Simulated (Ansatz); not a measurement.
# Li4Si: the cost of one run

Program: Ansatz 0.2.0. Level of theory: DFT PBE, scalar-relativistic, plane waves, PAW. These are calculated values, not measurements.

## 1. The starting structure

Symmetry: P4_2/mcm, No. 132, tetragonal system. Conventional cell: a = 4.621 Å, b = 4.621 Å, c = 6.848 Å, α = 90.00°, β = 90.00°, γ = 90.00°. Li (site symmetry m) is surrounded by 1 Si at 1.85 Å. Around Si (site symmetry -42m) lie 4 Li at 1.85 Å.

Structure file:

```cif
data_structure
_symmetry_space_group_name_H-M 'P 1'
_symmetry_Int_Tables_number 1
_cell_length_a 4.6210
_cell_length_b 4.6210
_cell_length_c 6.8482
_cell_angle_alpha 90.000
_cell_angle_beta 90.000
_cell_angle_gamma 90.000
_cell_volume 146.23
loop_
_atom_site_label
_atom_site_type_symbol
_atom_site_fract_x
_atom_site_fract_y
_atom_site_fract_z
_atom_site_occupancy
Li1 Li 0.27007 0.27007 0.16716 1
Li2 Li 0.72993 0.72993 0.16716 1
Li3 Li 0.72993 0.27007 0.66716 1
Li4 Li 0.27007 0.72993 0.66716 1
Li5 Li 0.72993 0.27007 0.33284 1
Li6 Li 0.27007 0.72993 0.33284 1
Li7 Li 0.27007 0.27007 0.83284 1
Li8 Li 0.72993 0.72993 0.83284 1
Si1 Si 0.00000 0.00000 0.25000 1
Si2 Si 0.00000 0.00000 0.75000 1
```

The cell is invented: random cell by space group and Wyckoff sites (P4_2/mcm, No. 132). Its size is a rough estimate.

## 2. Probe: one point on a coarse mesh

Input file input.yaml:

```yaml
crystal:
  lattice:
    - [4.62098881, 0.0, 0.0]
    - [0.0, 4.62098881, 0.0]
    - [0.0, 0.0, 6.84821762]
  atoms:
    - { symbol: Li, position: [0.27007307, 0.27007307, 0.16716272] }
    - { symbol: Li, position: [0.72992693, 0.72992693, 0.16716272] }
    - { symbol: Li, position: [0.72992693, 0.27007307, 0.66716272] }
    - { symbol: Li, position: [0.27007307, 0.72992693, 0.66716272] }
    - { symbol: Li, position: [0.72992693, 0.27007307, 0.33283728] }
    - { symbol: Li, position: [0.27007307, 0.72992693, 0.33283728] }
    - { symbol: Li, position: [0.27007307, 0.27007307, 0.83283728] }
    - { symbol: Li, position: [0.72992693, 0.72992693, 0.83283728] }
    - { symbol: Si, position: [0.0, 0.0, 0.25] }
    - { symbol: Si, position: [0.0, 0.0, 0.75] }
basis:
  ecutwfc: 420
kpoints:
  mp_grid: { grid: [4, 4, 4] }
hamiltonian:
  xc: pbe
scf:
  occupations: { method: gaussian, width: 0.1 }
  lower_state_search: "off"
output:
  forces: true
  stress: true
  eigenvalues: true
```

Command:

```
$ ansatz run input.yaml --threads 1 --pin off --max-ram 2560MiB --backend cpu --events-out ev --progress --plain --runs-dir out
```

**Question.** How long does this run take on 1 thread of AMD EPYC 7B13 (Zen 3), shared host, and how much memory does it need?

About 4.1 s, with a peak of 0.43 GiB.
